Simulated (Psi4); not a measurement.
# [CuCl2]− (SMILES [Cl][Cu-][Cl]) at 6 levels

Aim: a comparison of 6 runs (HF/3-21G, HF/cc-pwCVTZ, B3LYP/6-31G*, CAM-B3LYP/def2-SVPD, UMP2/aug-pcseg-0, CCSD(T)/6-31G) of [CuCl2]−. 

Program for the calculation: Psi4 1.11.

### 1 The structure to begin with

[CuCl2]−: 3 atoms, total charge -1, spin state singlet. SMILES: `[Cl][Cu-][Cl]`. Geometry: a GFN2-xTB relaxation, a rough one for these elements and not checked as a minimum.

Bond lengths: Cu1–Cl2 2.083 Å, Cu1–Cl3 2.085 Å. Angles: Cl2–Cu1–Cl3 179.8°.

### 2 Energy and forces at HF/3-21G (run 1)

Input file cl2cu.py:

```python
import psi4

psi4.set_memory('1600 MB')
psi4.set_num_threads(1)
psi4.set_output_file('psi4.out', False)

mol = psi4.geometry("""
-1 1
Cu     0.002530     0.001450     0.000550
Cl    -0.016800    -0.020410     2.083530
Cl     0.014270     0.018960    -2.084090
symmetry c1
no_reorient
no_com
""")

psi4.set_options({
    'basis': '3-21G',
    'puream': True,
    'e_convergence': 1e-09,
    'd_convergence': 1e-08,
    'scf_type': 'pk',
})

e_tot, wfn = psi4.gradient('scf', molecule=mol, return_wfn=True)
psi4.oeprop(wfn, 'DIPOLE', 'LOWDIN_CHARGES', 'MULLIKEN_CHARGES')
print('gradient / Eh bohr^-1')
print(e_tot.np.round(6))
print(f'energy = {wfn.energy():.10f} Eh')
```

Command:

```bash
$ python cl2cu.py
```

psi4.out:

```text
[...]
  Running in c1 symmetry.
[...]
  Nuclear repulsion =  287.065732134650204
[...]
  Multiplicity = 1
[...]
  Nalpha       = 32
  Nbeta        = 32
[...]
    Number of basis functions: 53
[...]
   @RHF iter   1: -2543.59543307458262   -1.02135e+00   5.91786e-02 DIIS/ADIIS
[...]
   @RHF iter  13: -2545.48421227422932   -1.81899e-12   8.72834e-09 DIIS
[...]
  @RHF Final Energy: -2545.48421227422932
   => Energetics <=
    Nuclear Repulsion Energy =            287.0657321346502044
    One-Electron Energy =               -4135.5428876939222391
    Two-Electron Energy =                1302.9929432850424291
    Total Energy =                      -2545.4842122742293213
[...]
  -Total Gradient:
     Atom            X                  Y                   Z
    ------   -----------------  -----------------  -----------------
       1       -0.000180221098    -0.000105429584     0.000375025695
       2        0.000356285206     0.000389733469    -0.035840609785
       3       -0.000176064107    -0.000284303885     0.035465584101
[...]
 Multipole Moments:
 ------------------------------------------------------------------------------------
     Multipole            Electronic (a.u.)      Nuclear  (a.u.)        Total (a.u.)
 ------------------------------------------------------------------------------------
 L = 1.  Multiply by 2.5417464519 to convert [e a0] to [Debye]
 Dipole X            :         -0.0528388            0.0573721            0.0045332
 Dipole Y            :         -0.0302870            0.0328812            0.0025942
 Dipole Z            :         -0.0103984            0.0121509            0.0017525
 Magnitude           :                                                    0.0055092
[...]
  Mulliken Charges: (a.u.)
   Center  Symbol    Alpha    Beta     Spin     Total
       1    CU    14.27797 14.27797  0.00000  0.44406
       2    CL     8.86088  8.86088  0.00000 -0.72175
       3    CL     8.86115  8.86115  0.00000 -0.72230
   Total alpha = 32.00000, Total beta = 32.00000, Total charge = -1.00000
  Lowdin Charges: (a.u.)
   Center  Symbol    Alpha    Beta     Spin     Total
       1    CU    14.43072 14.43072  0.00000  0.13855
       2    CL     8.78449  8.78449  0.00000 -0.56897
       3    CL     8.78479  8.78479  0.00000 -0.56958
[...]
```

Standard output:

```text
gradient / Eh bohr^-1
[[-0.00018  -0.000105  0.000375]
 [ 0.000356  0.00039  -0.035841]
 [-0.000176 -0.000284  0.035466]]
energy = -2545.4842122742 Eh
```

It took 2.3 s on 1 thread of Intel Xeon Platinum 8488C (Sapphire Rapids), shared host; peak memory 0.21 GiB.

### 3 The energy at HF/cc-pwCVTZ (DKH2, density fitting) (run 2)

Input file cl2cu.inp:

```
memory 1600 mb

molecule m {
  -1 1
  Cu     0.00478101     0.00274010     0.00103935
  Cl    -0.03174740    -0.03856931     3.93730107
  Cl     0.02696639     0.03582921    -3.93835932
  units bohr
  symmetry c1
  no_reorient
  no_com
}

set {
  basis        cc-pwCVTZ
  relativistic dkh
  dkh_order    2
}

E, wfn = energy('scf', return_wfn=True)
print_variables()
```

Command:

```bash
$ psi4 cl2cu.inp cl2cu.out -n 1
```

cl2cu.out:

```text
[...]
  Running in c1 symmetry.
[...]
  Nuclear repulsion =  287.065732315408127
[...]
  Multiplicity = 1
[...]
  Nalpha       = 32
  Nbeta        = 32
[...]
    Number of basis functions: 220
[...]
   @DF-RHF iter   1: -2568.66882505132980   -5.89545e-01   2.08511e-02 DIIS/ADIIS
[...]
   @DF-RHF iter  12: -2571.78202283944347   -4.06230e-08   1.46592e-07 DIIS
[...]
    Orbital Energies [Eh]
    ---------------------
    Doubly Occupied:
       1A   -331.385278     2A   -104.889356     3A   -104.889277
       4A    -41.373588     5A    -35.696335     6A    -35.696335
       7A    -35.694080     8A    -10.380984     9A    -10.380897
      10A     -7.788107    11A     -7.788018    12A     -7.787630
      13A     -7.787630    14A     -7.787544    15A     -7.787544
      16A     -4.974828    17A     -3.209281    18A     -3.201773
      19A     -3.201773    20A     -0.851637    21A     -0.842749
      22A     -0.351295    23A     -0.347370    24A     -0.347369
      25A     -0.314585    26A     -0.314585    27A     -0.261924
      28A     -0.248244    29A     -0.248243    30A     -0.214144
      31A     -0.214143    32A     -0.213170
[...]
  @DF-RHF Final Energy: -2571.78202283944347
   => Energetics <=
    Nuclear Repulsion Energy =            287.0657323154081269
    One-Electron Energy =               -4164.7563963820402932
    Two-Electron Energy =                1305.9086412271888094
    Total Energy =                      -2571.7820228394430160
[...]
 Multipole Moments:
 ------------------------------------------------------------------------------------
     Multipole            Electronic (a.u.)      Nuclear  (a.u.)        Total (a.u.)
 ------------------------------------------------------------------------------------
 L = 1.  Multiply by 2.5417464519 to convert [e a0] to [Debye]
 Dipole X            :         -0.0533941            0.0573721            0.0039780
 Dipole Y            :         -0.0306062            0.0328812            0.0022750
 Dipole Z            :         -0.0103244            0.0121509            0.0018265
 Magnitude           :                                                    0.0049331
[...]
```

Wall time 22 s (1 thread of Intel Xeon Platinum 8488C (Sapphire Rapids), shared host); peak memory 0.88 GiB.

### 4 Energy and forces at B3LYP/6-31G(d) (Cartesian functions) (run 3)

Input file job.dat:

```
memory 1600 mb

molecule molecule1 {
  -1 1
  Cu     0.002530     0.001450     0.000550
  Cl    -0.016800    -0.020410     2.083530
  Cl     0.014270     0.018960    -2.084090
  units angstrom
  symmetry c1
}

set {
  basis 6-31G*
  puream false
  e_convergence 1e-09
  d_convergence 1e-08
  scf_type pk
  dft_radial_points 99
  dft_spherical_points 590
}

e_tot, wfn = gradient("b3lyp", return_wfn=True)
oeprop(wfn, "LOWDIN_CHARGES", "QUADRUPOLE", "MULLIKEN_CHARGES", title="B3LYP")
```

Command:

```bash
$ psi4 job.dat job.out -n 1
```

job.out:

```text
[...]
  Running in c1 symmetry.
[...]
  Nuclear repulsion =  287.065732134650261
[...]
  Multiplicity = 1
[...]
  Nalpha       = 32
  Nbeta        = 32
[...]
    Number of basis functions: 77
[...]
   @RKS iter   1: -2557.45965364704307    1.19808e+00   4.89385e-02 DIIS/ADIIS
[...]
   @RKS iter  12: -2560.83704628512714    0.00000e+00   3.43570e-09 DIIS
[...]
  @RKS Final Energy: -2560.83704628512714
   => Energetics <=
    Nuclear Repulsion Energy =            287.0657321346502613
    One-Electron Energy =               -4145.9290093037834595
    Two-Electron Energy =                1397.9620232279921765
    DFT Exchange-Correlation Energy =     -99.9357923439860514
    Empirical Dispersion Energy =           0.0000000000000000
    VV10 Nonlocal Energy =                  0.0000000000000000
    Total Energy =                      -2560.8370462851271441
[...]
  -Total Gradient:
     Atom            X                  Y                   Z
    ------   -----------------  -----------------  -----------------
       1        0.000009255620     0.000322745792    -0.000000000001
       2       -0.000075255329    -0.006490788956    -0.000000000000
       3        0.000066815731     0.006168213043     0.000000000000
[...]
 Multipole Moments:
 ------------------------------------------------------------------------------------
     Multipole            Electronic (a.u.)      Nuclear  (a.u.)        Total (a.u.)
 ------------------------------------------------------------------------------------
 L = 1.  Multiply by 2.5417464519 to convert [e a0] to [Debye]
 Dipole X            :         -0.0096823            0.0069311           -0.0027512
 Dipole Y            :          0.0034719           -0.0013152            0.0021567
 Dipole Z            :         -0.0000000           -0.0000000           -0.0000000
 Magnitude           :                                                    0.0034958
 L = 2.  Multiply by 1.3450342976 to convert [e a0^2] to [Debye ang]
 Quadrupole XX       :        -31.9063162            0.0668418          -31.8394744
 Quadrupole XY       :         -6.0691000            5.8885104           -0.1805896
[...]
```

It took 13 s on 1 thread of Intel Xeon Platinum 8488C (Sapphire Rapids), shared host; peak memory 0.55 GiB.

Runs 4 to 5 aren't shown in full; the table further down has their settings and results.

### 5 A single-point energy at CCSD(T)/6-31G (run 6)

Input file cl2cu.inp:

```
memory 1.6 GB

molecule {
  -1 1
  Cu     0.002530     0.001450     0.000550
  Cl    -0.016800    -0.020410     2.083530
  Cl     0.014270     0.018960    -2.084090
  symmetry c1
  no_reorient
  no_com
}

set {
  basis 6-31G
  puream true
  e_convergence 1e-09
  d_convergence 1e-08
  scf_type pk
  num_frozen_docc 15
}

E, wfn = energy('ccsd(t)', return_wfn=True)
print_variables()
```

Command:

```bash
$ psi4 cl2cu.inp cl2cu.out -n 1
```

cl2cu.out:

```text
[...]
  Running in c1 symmetry.
[...]
  Nuclear repulsion =  287.065732134650204
[...]
  Multiplicity = 1
[...]
  Nalpha       = 32
  Nbeta        = 32
[...]
    Number of basis functions: 53
[...]
   @RHF iter   1: -2555.44019569157172   -8.10901e-01   5.55225e-02 DIIS/ADIIS
[...]
   @RHF iter  13: -2557.74728801913125   -3.18323e-12   1.95710e-09 DIIS
[...]
    Orbital Energies [Eh]
    ---------------------
    Doubly Occupied:
       1A   -328.553601     2A   -104.575301     3A   -104.575232
       4A    -40.615858     5A    -35.415978     6A    -35.414588
       7A    -35.414588     8A    -10.315546     9A    -10.315451
      10A     -7.783665    11A     -7.783569    12A     -7.781667
      13A     -7.781667    14A     -7.781576    15A     -7.781576
      16A     -4.813009    17A     -3.135643    18A     -3.121129
      19A     -3.121129    20A     -0.848237    21A     -0.839478
      22A     -0.319912    23A     -0.319387    24A     -0.319387
      25A     -0.273977    26A     -0.273977    27A     -0.260114
      28A     -0.249506    29A     -0.249506    30A     -0.212304
      31A     -0.212303    32A     -0.175501
[...]
  @RHF Final Energy: -2557.74728801913125
   => Energetics <=
    Nuclear Repulsion Energy =            287.0657321346502044
    One-Electron Energy =               -4148.3573193523216105
    Two-Electron Energy =                1303.5442991985403296
    Total Energy =                      -2557.7472880191307922
[...]
 Multipole Moments:
 ------------------------------------------------------------------------------------
     Multipole            Electronic (a.u.)      Nuclear  (a.u.)        Total (a.u.)
 ------------------------------------------------------------------------------------
 L = 1.  Multiply by 2.5417464519 to convert [e a0] to [Debye]
 Dipole X            :         -0.0529015            0.0573721            0.0044705
 Dipole Y            :         -0.0303247            0.0328812            0.0025566
 Dipole Z            :         -0.0100797            0.0121509            0.0020712
 Magnitude           :                                                    0.0055508
[...]
      * MP2 total energy                      = -2558.132890504024999
[...]
      * CCSD total energy                     = -2558.100331564031876
[...]
      * CCSD(T) total energy                  = -2558.109015435888978
[...]
```

Run time: 11 s. Hardware: 1 thread of Intel Xeon Platinum 8488C (Sapphire Rapids), shared host; peak memory 0.23 GiB.

### 6 All runs side by side

```csv
run,level,task,integrals,energy (Eh),HOMO energy (eV),LUMO energy (eV),HOMO–LUMO gap (eV),wall time
1,HF/3-21G,gradient,pk,-2545.484212,-2.63,0.84,3.47,2.3 s
2,"HF/cc-pwCVTZ (DKH2, density fitting)",energy,df,-2571.782023,-5.80,5.92,11.72,22 s
3,B3LYP/6-31G* (Cartesian functions),gradient,pk,-2560.837046,-0.38,4.95,5.33,13 s
4,CAM-B3LYP/def2-SVPD,energy,pk,-2560.761874,-3.64,4.14,7.78,10 s
5,UMP2/aug-pcseg-0 (density fitting for correlation),energy,out_of_core,-2553.865737,-6.31,3.86,10.17,3.3 s
6,CCSD(T)/6-31G,energy,pk,-2558.109015,-4.78,7.06,11.84,11 s
```

### 7 What came out

| quantity | value |
| --- | --- |
| run 6: total energy | -2558.10902 Eh |
| run 6: HOMO energy (Hartree–Fock orbitals) | -4.78 eV |
| run 6: LUMO energy (Hartree–Fock orbitals) | 7.06 eV |
| run 6: HOMO–LUMO gap (to an unbound level, set by the basis) | 11.84 eV |
| run 6: correlation energy (15 core orbitals frozen) | -361.7 mEh |
| run 6: (T) correction | -8.68 mEh |
| run 6: T1 diagnostic | 0.026 |

Over runs 1, 2, 3, 4 the HOMO–LUMO gap runs from 3.47 eV (HF/3-21G) to 11.72 eV (HF/cc-pwCVTZ). The two ends differ in basis and Hamiltonian. The empty levels of an anion lie above zero and hang on the basis. Totals of different functionals can't be ranked against each other. Some runs of one species differ in core potentials or relativity; totals across that change don't compare. All runs together took 62 s, the longest 22 s.
